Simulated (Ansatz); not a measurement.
# B2FH5Sn: up Jacob's ladder to CCSD(T)

The task here is to estimate one member of a computed series from the others.

Computed with Ansatz 0.2.0, Gaussian basis. Level: functionals in def2-TZVPP, the program's frozen cores in correlated methods.

Levels to be run: LDA (SPW92), PBE-D4, revPBE-D4, BLYP-D4, r2SCAN-D4, B97M-V, PBE0-D4, B3LYP-D4, r2SCANh-D4, r2SCAN0-D4, HSE06-D4, BHLYP-D4, CAM-B3LYP-D4, LC-ωPBE, ωB97X-V, ωB97M-V, B2PLYP, PBE-QIDH; CCSD(T)/def2-SVP; CCSD(T)/def2-TZVPP; MP2/def2-QZVPP; extrapolation to the limit; RPA on PBE.

## The geometry

All runs share one geometry, relaxed beforehand with PBE0-D4 in a triple-zeta def2 set. Sn takes the def2 core potential; no spin-orbit term is included.

SMILES `[BH2][SnH2][BH]F`, 9 atoms, charge 0, spin multiplicity 1.

Atoms are counted from 1 here; the program's logs count them from 0.

Bond lengths: B1–Sn2 2.238 Å, B1–H5 1.194 Å, B1–H6 1.194 Å, Sn2–B3 2.277 Å, Sn2–H7 1.712 Å, Sn2–H8 1.711 Å, B3–F4 1.317 Å, B3–H9 1.202 Å. Angles: Sn2–B1–H5 120.6°, Sn2–B1–H6 120.7°, H5–B1–H6 118.7°, B1–Sn2–B3 109.5°, B1–Sn2–H7 111.1°, B1–Sn2–H8 111.6°, B3–Sn2–H7 107.6°, B3–Sn2–H8 109.3°, H7–Sn2–H8 107.6°, Sn2–B3–F4 119.5°, Sn2–B3–H9 123.9°, F4–B3–H9 116.7°.

Set-up of the first run:

in.yaml

```yaml
crystal:
  periodic: [false, false, false]
  atoms:
    - {symbol: B, position_ang: [-0.981904, 1.640077, 0.017035]}
    - {symbol: Sn, position_ang: [0.696171, 0.213155, -0.379378]}
    - {symbol: B, position_ang: [0.166670, -1.835828, 0.460802]}
    - {symbol: F, position_ang: [-0.471694, -2.702168, -0.298986]}
    - {symbol: H, position_ang: [-1.851910, 1.794579, -0.785873]}
    - {symbol: H, position_ang: [-1.049118, 2.227725, 1.054338]}
    - {symbol: H, position_ang: [2.138242, 0.730189, 0.385635]}
    - {symbol: H, position_ang: [1.021956, 0.071523, -2.053297]}
    - {symbol: H, position_ang: [0.419988, -2.185554, 1.582621]}
basis:
  gaussian: {orbitals: def2-TZVPP}
hamiltonian: {xc: lda}
output: {orbitals: {seedname: orbitals}}
```

Run with:

```
$ ansatz run in.yaml --threads 2 --pin off --events-out ev --progress --plain --max-ram 4352MiB
```

Among the steps run: LDA; PBE-D4 (GGA); revPBE-D4 (GGA); BLYP-D4 (GGA); r2SCAN-D4 (meta-GGA); B97M-V (meta-GGA); PBE0-D4 (hybrid); B3LYP-D4 (hybrid); r2SCANh-D4 (hybrid); r2SCAN0-D4 (hybrid); HSE06-D4 (hybrid); BHLYP-D4 (hybrid); CAM-B3LYP-D4 (range-separated); LC-ωPBE (range-separated); ωB97X-V (range-separated); ωB97M-V (range-separated); B2PLYP (double hybrid); PBE-QIDH (double hybrid).

One of the session's tables, all rows but one given; the rest of the session is left out.

It belongs to the step «Frontier levels by functional». 

| functional | HOMO (eV) | LUMO (eV) | gap (eV) |
| --- | --- | --- | --- |
| LDA (SPW92) | -6.52 | -3.79 | 2.72 |
| PBE-D4 | -6.38 | -3.54 | 2.84 |
| revPBE-D4 | ? | ? | ? |
| BLYP-D4 | -6.25 | -3.38 | 2.88 |
| r2SCAN-D4 | -6.60 | -3.24 | 3.36 |
| B97M-V | -6.65 | -3.34 | 3.31 |
| PBE0-D4 | -7.47 | -2.61 | 4.86 |
| B3LYP-D4 | -7.29 | -2.81 | 4.48 |
| r2SCANh-D4 | -7.01 | -2.92 | 4.09 |
| r2SCAN0-D4 | -7.62 | -2.44 | 5.18 |
| HSE06-D4 | -7.08 | -2.99 | 4.09 |
| BHLYP-D4 | -8.49 | -1.61 | 6.88 |
| CAM-B3LYP-D4 | -8.74 | -1.52 | 7.22 |
| LC-ωPBE | -10.01 | -0.35 | 9.65 |
| ωB97X-V | -9.68 | -0.46 | 9.22 |
| ωB97M-V | -9.53 | -0.71 | 8.82 |

**Question.** Estimate the row for revPBE-D4.

The run gave: HOMO (eV): -6.32; LUMO (eV): -3.43; gap (eV): 2.89. In the column «HOMO (eV)» it lies between PBE-D4 (-6.38) and BLYP-D4 (-6.25).
